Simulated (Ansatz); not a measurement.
# C3H6Si: the cost of one run

Program: Ansatz 0.2.0, Gaussian basis. Level of theory: the settings change from run to run. These are calculated values, not measurements.

**1. The geometry**

An earlier PBE0-D4 in a triple-zeta def2 set relaxation fixed the geometry.

10 atoms, charge 0, spin multiplicity 1.

Atoms are counted from 1 here; the program's logs count them from 0.

Bond lengths: C1–C2 1.478 Å, C1–H5 1.093 Å, C1–H6 1.093 Å, C1–H7 1.093 Å, C2–C3 1.332 Å, C2–Si4 1.815 Å, C3–Si4 1.803 Å, C3–H8 1.084 Å, Si4–H9 1.484 Å, Si4–H10 1.484 Å. Angles: C2–C1–H5 111.9°, C2–C1–H6 110.4°, C2–C1–H7 110.4°, H5–C1–H6 108.7°, H5–C1–H7 108.7°, H6–C1–H7 106.6°, C1–C2–C3 137.9°, C1–C2–Si4 154.1°, C3–C2–Si4 67.9°, C2–C3–Si4 68.9°, C2–C3–H8 135.5°, Si4–C3–H8 155.6°, C2–Si4–C3 43.2°, C2–Si4–H9 121.9°, C2–Si4–H10 121.9°, C3–Si4–H9 121.9°, C3–Si4–H10 121.8°, H9–Si4–H10 110.8°.

**2. PBE0/def2-TZVP**

This run has D4 dispersion, high accuracy.

File in.yaml:

```yaml
crystal:
  periodic: [false, false, false]
  atoms:
    - {symbol: C, position_ang: [-0.807644, 0.812867, -1.077890]}
    - {symbol: C, position_ang: [-0.067402, -0.015070, -0.102777]}
    - {symbol: C, position_ang: [0.143398, -1.307896, 0.138532]}
    - {symbol: Si, position_ang: [1.003298, -0.274353, 1.340087]}
    - {symbol: H, position_ang: [-1.334721, 0.201690, -1.815469]}
    - {symbol: H, position_ang: [-1.534710, 1.447331, -0.563808]}
    - {symbol: H, position_ang: [-0.123703, 1.484960, -1.603193]}
    - {symbol: H, position_ang: [-0.169252, -2.240286, -0.317580]}
    - {symbol: H, position_ang: [0.503698, -0.105137, 2.727654]}
    - {symbol: H, position_ang: [2.470136, -0.055207, 1.277341]}
basis:
  gaussian: {orbitals: def2-TZVP}
hamiltonian: {xc: {name: PBE0}, dispersion: d4}
accuracy: high
```

Command:

```bash
> ansatz run in.yaml --threads 2 --pin off --events-out ev --progress --plain --max-ram 4352MiB
```

**Question.** How long does this run take on 2 threads of Arm Neoverse V2, shared host, and how much memory does it need?

About 11 s, with a peak of 0.76 GiB.
